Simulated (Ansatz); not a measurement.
# GaH3O: the cost of one run

Method: UHF/def2-SVPD, in Ansatz 0.2.0.

### Step 1. Starting point

Bond lengths: Ga1–O3 1.676 Å, Ga1–H4 1.825 Å, Ga1–H5 1.563 Å. Angles: O3–Ga1–H4 42.8°, O3–Ga1–H5 162.2°, H4–Ga1–H5 155.0°.

Coordinates:

```xyz
5

Ga    0.0944    0.2415    0.6367
H    -0.8013   -0.0974   -1.1406
O     1.1131   -0.7226   -0.2807
H     0.0867   -0.5164   -1.0231
H    -0.4929    1.0949    1.8077
```

### Step 2. A restrained relaxation towards end A

Springs on the bonds that form and break draw the guess towards this end; the thresholds are loose.

Contents of input.yaml:

```yaml
crystal:
  periodic: [false, false, false]
  atoms:
    - { symbol: Ga, position_ang: [0.0944, 0.2415, 0.6367] }
    - { symbol: H, position_ang: [-0.8013, -0.0974, -1.1406] }
    - { symbol: O, position_ang: [1.1131, -0.7226, -0.2807] }
    - { symbol: H, position_ang: [0.0867, -0.5164, -1.0231] }
    - { symbol: H, position_ang: [-0.4929, 1.0949, 1.8077] }
magnetization:
  spin_polarized: true
basis:
  gaussian: { orbitals: def2-SVPD }
hamiltonian:
  xc: hf
relax:
  f_tol: 0.15
  max_steps: 25
  restrain:
    - { distance: [3, 1], at: 1.92, k: 30.0 }
    - { distance: [0, 1], at: 1.53, k: 30.0 }
    - { distance: [3, 2], at: 0.97, k: 30.0 }
```

Run with:

```
> ansatz run input.yaml --threads 2 --pin off --max-ram 3072MiB --backend cpu --events-out ev --progress --plain --runs-dir out
```

What time and memory should one allow on 2 threads of Arm Neoverse N1, shared host?

About 15 s, with a peak of 0.2 GiB.
